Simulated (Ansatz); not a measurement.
# GaH3: small, medium and large basis sets

Aim: see how fast density functionals converge with the basis set for GaH3.

The runs use Ansatz 0.2.0, Gaussian basis; one geometry, several basis sets.

Plan: PBE0-D4/def2-SVP; ωB97M-V/def2-SVP; PBE0-D4/def2-QZVPP; ωB97M-V/def2-QZVPP; the functionals' def2-TZVPP values are taken from earlier runs.

## 1. The geometry

All runs share one geometry, relaxed beforehand with PBE0-D4 in a triple-zeta def2 set.

4 atoms, charge 0, spin multiplicity 1.

Atoms are counted from 1 here; the program's logs count them from 0.

Bond lengths: Ga1–H2 1.568 Å, Ga1–H3 1.568 Å, Ga1–H4 1.568 Å. Angles: H2–Ga1–H3 120.0°, H2–Ga1–H4 120.0°, H3–Ga1–H4 120.0°.

Geometry (Å):

```xyz
4
charge 0, multiplicity 1
Ga    0.0134   -0.0149   -0.0046
H     1.2524    0.3438    0.8877
H    -0.5521   -1.4778   -0.0097
H    -0.6584    1.0887   -0.8937
```

## 2. PBE0-D4 in def2-SVP

in.yaml reads:

```yaml
crystal:
  periodic: [false, false, false]
  atoms:
    - {symbol: Ga, position_ang: [0.013420, -0.014896, -0.004562]}
    - {symbol: H, position_ang: [1.252397, 0.343754, 0.887688]}
    - {symbol: H, position_ang: [-0.552064, -1.477782, -0.009733]}
    - {symbol: H, position_ang: [-0.658355, 1.088723, -0.893695]}
basis:
  gaussian: {orbitals: def2-SVP}
hamiltonian: {xc: pbe0, dispersion: d4}
output: {orbitals: {seedname: orbitals}}
```

After this run come: ωB97M-V in def2-SVP; PBE0-D4 in def2-QZVPP; ωB97M-V in def2-QZVPP.

Q: Predict the results of all the runs planned. Wanted: PBE0-D4: double and triple zeta above quadruple; ωB97M-V: double and triple zeta above quadruple.

The runs gave:

| quantity | value |
| --- | --- |
| PBE0-D4: double and triple zeta above quadruple | 7.99, 1.21 eV |
| ωB97M-V: double and triple zeta above quadruple | 7.99, 1.18 eV |

In words: PBE0-D4 gains 6.79 eV from double to triple zeta, then 1.21 eV more. These are total energies; as a rule much of such shifts cancels in differences, which this series doesn't test.
